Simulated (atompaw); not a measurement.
# A PAW (atompaw) potential for Sn, from input to tests

Aim: build the potential from the settings below, then test how well it stands in for the atom: scattering, ghost states and the plane-wave cutoff that it needs.

Program: atompaw 4.2.0.5. Reference atom: PBEsol, scalar-relativistic, spherical and spin-unpolarised. All values are calculated.

## Step 1: Starting point

Typed settings, in words:

```
element                 : tin (Sn, Z = 50)
type                    : PAW
frozen core             : [Kr]
valence charge          : 14
reference configuration : 4d10 5s1 5p3
partial waves           : 5s (bound): rc 1.95 bohr; 5s channel at 1.35 Ry: rc 1.95 bohr; 5p (bound): rc 2.15 bohr; 5p channel at 0.35 Ry: rc 2.15 bohr; 4d (bound): rc 1.50 bohr; 4d channel at -1.55 Ry: rc 1.50 bohr
local potential         : troulliermartins scheme with l = 3 at 0.5 Ry, radius 1.80 bohr
core correction         : smooth core density matched at 1.35 bohr
augmentation charge     : sinc compensation charge, radius 2.00 bohr; PAW radius 2.15 bohr; waves and projectors: custom polynom2 7 10 vanderbiltortho
```

An earlier all-electron run gives the scale for the radii.

All-electron outer shells of the reference configuration (PBEsol, scalar-relativistic, ld1.x):

```
shell  level (eV)  outermost node (bohr)  outermost maximum (bohr)
   4s     -135.29                   0.40                      0.74
   4p      -91.11                   0.41                      0.79
   4d      -27.27                   0.39                      0.88
   5s      -11.46                   0.98                      1.99
   5p       -4.34                   1.09                      2.52
```

## Step 2: The generation run

The input, Sn.input:

```
Sn 50
GGA-PBESOL scalarrelativistic loggrid 1500 logderivrange -4 5 226
5 5 4 0 0 0
5 0 1
5 1 3
0 0 0
c
c
c
c
v
c
c
c
v
c
v
2
2.15 2.00 1.80 1.35
y
1.35
n
y
0.35
n
y
-1.55
n
custom polynom2 7 10 vanderbiltortho sinc
3 0.5 troulliermartins
1.95
1.95
2.15
2.15
1.50
1.50
PWSCFOUT
UPFDX 0.0125d0 UPFXMIN -7.d0 UPFZMESH 50.d0
END
```

Command:

```sh
$ atompaw < Sn.input > Sn.log
```

Q: Predict the outcome of this session. Wanted: cutoffs for 10 and 1 mRy, occupied levels; bound ghosts; largest phase difference near zero energy, channels read; lowest eigenvalue of the overlap; share of valence orbitals outside the PAW sphere; UPF file.

The runs gave:

| quantity | value |
| --- | --- |
| cutoffs for 10 and 1 mRy, occupied levels | 260 Ry and over 300 Ry |
| bound ghosts | s at -213.04 eV, p at -112.46 eV |
| largest phase difference near zero energy, channels read | 0.001 rad |
| lowest eigenvalue of the overlap (Bessel basis) | 0.161 (s) |
| share of valence orbitals outside the PAW sphere | 5s 55 %, 5p 78 %, 4d 3 % |
| UPF file | written |

In words: A bound ghost (s, p) makes it unfit for use: electrons can fall into a state that the atom doesn't have. By its cutoff, 260 Ry for the looser tolerance, it is very hard. The tighter tolerance needs over 300 Ry, and converged work needs a cutoff nearer that. The slowest occupied level is 4d: taken alone it needs 260 Ry to come within 1 mRy, against 18 Ry for 5s. Near zero energy the phases of the channels with partial waves agree within 0.001 rad. These are tests on the free atom; a crystal test is still owed.
